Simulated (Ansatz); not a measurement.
**C₂H₈N₂Si: one species, many methods**

An exercise on one series of results from a longer session: the logs are not shown, and one member is left open.

Computed with Ansatz 0.2.0, Gaussian basis. Level: functionals in def2-TZVPP, the program's frozen cores in correlated methods.

Plan: PBE-D4, r2SCAN-D4, PBE0-D4, B3LYP-D4, ωB97X-V, ωB97M-V, B2PLYP; CCSD(T)/def2-TZVPP; MP2/def2-QZVPP; extrapolation to the limit.

## Structure used throughout

An earlier PBE0-D4 in a triple-zeta def2 set relaxation fixed the geometry.

SMILES `C/N=C/N[SiH3]`, 13 atoms, charge 0, spin multiplicity 1.

Atoms are counted from 1 here; the program's logs count them from 0.

Bond lengths: C1–N2 1.435 Å, C1–H6 1.101 Å, C1–H7 1.094 Å, C1–H8 1.094 Å, N2–C3 1.264 Å, C3–N4 1.366 Å, C3–H9 1.099 Å, N4–Si5 1.747 Å, N4–H10 1.004 Å, Si5–H11 1.482 Å, Si5–H12 1.488 Å, Si5–H13 1.482 Å. Angles: N2–C1–H6 113.3°, N2–C1–H7 110.0°, N2–C1–H8 110.0°, H6–C1–H7 108.2°, H6–C1–H8 108.2°, H7–C1–H8 106.8°, C1–N2–C3 118.8°, N2–C3–N4 120.0°, N2–C3–H9 123.7°, N4–C3–H9 116.3°, C3–N4–Si5 119.2°, C3–N4–H10 117.5°, Si5–N4–H10 123.3°, N4–Si5–H11 111.9°, N4–Si5–H12 103.7°, N4–Si5–H13 111.9°, H11–Si5–H12 109.4°, H11–Si5–H13 110.3° and more.

Set-up of the first run:

The input, in.yaml:

```yaml
crystal:
  periodic: [false, false, false]
  atoms:
    - {symbol: C, position_ang: [-2.233697, 0.237954, 0.229270]}
    - {symbol: N, position_ang: [-0.811635, 0.050867, 0.259845]}
    - {symbol: C, position_ang: [-0.157689, 0.175190, -0.815004]}
    - {symbol: N, position_ang: [1.197104, 0.002418, -0.814142]}
    - {symbol: Si, position_ang: [2.005789, -0.389820, 0.683981]}
    - {symbol: H, position_ang: [-2.620290, 0.480864, -0.772179]}
    - {symbol: H, position_ang: [-2.738258, -0.667291, 0.580049]}
    - {symbol: H, position_ang: [-2.520182, 1.044324, 0.911025]}
    - {symbol: H, position_ang: [-0.616536, 0.420618, -1.782861]}
    - {symbol: H, position_ang: [1.678416, 0.110147, -1.689119]}
    - {symbol: H, position_ang: [1.549025, -1.686254, 1.236824]}
    - {symbol: H, position_ang: [3.437634, -0.496646, 0.292771]}
    - {symbol: H, position_ang: [1.850719, 0.682726, 1.694240]}
basis:
  gaussian: {orbitals: def2-TZVPP}
hamiltonian: {xc: pbe, dispersion: d4}
output: {forces: true, orbitals: {seedname: orbitals}}
```

Launch:

```console
ansatz run in.yaml --threads 4 --pin off --events-out ev --progress --plain --max-ram 10444MiB
```

Among the steps run: PBE-D4 (GGA); r2SCAN-D4 (meta-GGA); PBE0-D4 (hybrid); B3LYP-D4 (hybrid); ωB97X-V (range-separated); ωB97M-V (range-separated); B2PLYP (double hybrid); CCSD(T) in def2-TZVPP; MP2 in def2-QZVPP.

One of the session's tables, all rows but one given; the rest of the session is left out.

| method | atomisation energy (eV) |
| --- | --- |
| PBE-D4 | 50.374 |
| r2SCAN-D4 | 49.207 |
| PBE0-D4 | 49.389 |
| B3LYP-D4 | 49.599 |
| ωB97X-V | ? |
| ωB97M-V | 49.512 |
| B2PLYP | 48.885 |
| HF/def2-TZVPP | 34.839 |
| MP2/def2-TZVPP | 48.331 |
| CCSD/def2-TZVPP | 47.074 |
| CCSD(T)/def2-TZVPP | 47.827 |
| MP2/CBS | 49.730 |
| CCSD(T)/CBS | 49.225 |

Estimate the missing values for ωB97X-V.

The run gave: atomisation energy (eV): 49.578. In the column «atomisation energy (eV)» it lies between ωB97M-V (49.512) and B3LYP-D4 (49.599).
